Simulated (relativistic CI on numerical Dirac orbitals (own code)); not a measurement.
# Xe XLVIII (Xe⁴⁷⁺): levels and lines

Aim: the low levels of Xe⁴⁷⁺, their labels and the strongest lines; runs with one setting changed show what the result hangs on.

Method: Dirac-Coulomb-Breit CI, KLI orbitals optimised for each configuration, model QED (radiative potential, 1s self-energy scaled to tabulated hydrogen-like ionisation energies). Code: relativistic CI on numerical Dirac orbitals (own code) version 2.

### Step 1. Starting point

* ion: Xe⁴⁷⁺ (Xe XLVIII)
* nuclear charge: 54
* electrons: 7
* isotope: A = 132
* first configuration typed: [He] 2s2 2p3

Outer shells as boxes (Hund's rule):

first configuration typed
```
[He] core
2s [↑↓]
2p [↑ ][↑ ][↑ ]
```

### Step 2. CI with the chosen configurations

Settings, as recorded:

```ini
atom Xe  Z=54  charge=47  electrons=7
nucleus A=132  rms_radius_fm=4.7859
hamiltonian dirac-coulomb  breit=on  qed=on  c_scale=1
orbitals kli  potential=per-configuration
slater_scale 1
correlation none
mixing on
configurations
  [He] 2s2 2p3
  [He] 2s 2p4
  [He] 2p5
  [He] 2p4 3s
  [He] 2p4 3p
  [He] 2p4 3d
  [He] 2s2 2p2 3s
  [He] 2s2 2p2 3p
  [He] 2s2 2p2 3d
  [He] 2s 2p3 3s
  [He] 2s 2p3 3p
  [He] 2s 2p3 3d
  [He] 2s2 2p2 4s
  [He] 2s2 2p2 4p
  [He] 2s2 2p2 4d
  [He] 2s2 2p2 4f
end
```

### Step 3. One common potential

The settings differ from step 2 so:

```diff
@@ -3,3 +3,3 @@
 hamiltonian dirac-coulomb  breit=on  qed=on  c_scale=1
-orbitals kli  potential=per-configuration
+orbitals kli  potential=mean
 slater_scale 1
```

### Step 4. Non-relativistic limit (c × 1000)

The settings differ from step 3 so:

```diff
@@ -2,4 +2,4 @@
 nucleus A=132  rms_radius_fm=4.7859
-hamiltonian dirac-coulomb  breit=on  qed=on  c_scale=1
-orbitals kli  potential=mean
+hamiltonian dirac-coulomb  breit=off  qed=off  c_scale=1000
+orbitals kli  potential=per-configuration
 slater_scale 1
```

(Steps that only read results are left out.)

Before running it: what results should come out? Wanted: lowest level; first excitation; lowest level of the other parity; fastest E1 line; ionisation energy.

**Answer**, as computed:

| run | time | mean size of shift, levels followed (cm⁻¹) | lowest level | ionisation energy (eV) |
| --- | --- | --- | --- | --- |
| main run | 0.61 s | 0 | 2p3 [2p3/2] J=3/2° | 8381.2 |
| one common potential | 0.44 s | 1220 | 2p3 [2p3/2] J=3/2° | - |
| non-relativistic limit (c × 1000) | 0.26 s | 4141421 | 2p3 4S°3/2 | - |

The tabulated theoretical ionisation energy (NIST) is 8382 eV.

```
                                                                        quantity                                          value
                                                                    lowest level                             2p3 [2p3/2] J=3/2°
                                                                first excitation          2p3 [2p1/2 2p3/2^2] J=3/2°, 322.30 eV
                                                lowest level of the other parity           2s 2p4 [2s 2p3/2^2] J=5/2, 540.51 eV
                                                             levels in the model                                            359
fastest E1 line (by rate) to the lowest level among the lowest 200 of 359 levels  0.2404 nm, from 2p2 3d [2s 2p3/2 3p1/2] J=5/2
                                                               ionisation energy                                      8381.2 eV
                                 ionisation energy, tabulated theoretical (NIST)                                        8382 eV
```

2p3 [2p3/2] J=3/2° comes out lowest; its LS label holds 46 % and its jj label 99 %; over the low levels the means are 69 and 99 %, so jj coupling describes them better. The ionisation energy agrees with the tabulated theoretical value within its uncertainty of 4 eV. The largest mover is «non-relativistic limit (c × 1000)» (4141421 cm⁻¹ on average). Lifetimes count radiative decay inside the model alone.
